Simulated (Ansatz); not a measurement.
VWC2:

```
W V C
1.0
     1.51704    0.87586    4.93389
    -1.51704    0.87586    4.93389
     0.00000   -1.75173    4.93389
W V C
1 1 2
Direct
  0.00000 0.00000 0.00000
  0.50000 0.50000 0.50000
  0.24649 0.24649 0.24649
  0.75351 0.75351 0.75351
```

The cell comes from a database or a generator and needn't be the stable form of this composition.

Base run:

| Property | Result |
| --- | --- |
| Program | Ansatz 0.2.0 |
| Functional | PBEsol |
| Potentials or basis | Ansatz PAW |
| Cutoff | 420 eV (not typed: the program's choice for these potentials) |
| k mesh | 9 × 9 × 9 |
| Occupations | fermi-dirac, width 0.05 eV |
| Spin | collinear spin, ferromagnetic start |
| Starting moments | [0.0, 4.0, 0.0, 0.0] μB |
| Fixed moment | 4 μB |

Its results: pressure 12.1 GPa; site moments W +0.66; V +1.56; C +0.31 μB; largest force 0.748 eV/Å.

Task: The run is repeated on the same cell with these changes: fixed moment from 4 μB to 2 μB; moments at the start from [0.0, 4.0, 0.0, 0.0] to [0.0, 2.0, 0.0, 0.0]. What comes out?

Result: Pressure -4.4 GPa; site moments W +0.32; V +1.00; C +0.06 μB; largest force 0.444 eV/Å.

Caveats: the total moment is fixed, so each spin has its own Fermi level; the PAW data sets come from PBE, with cores solved anew for the run's functional, which leaves a small shift of forces and pressure; the thresholds are loose for stress.
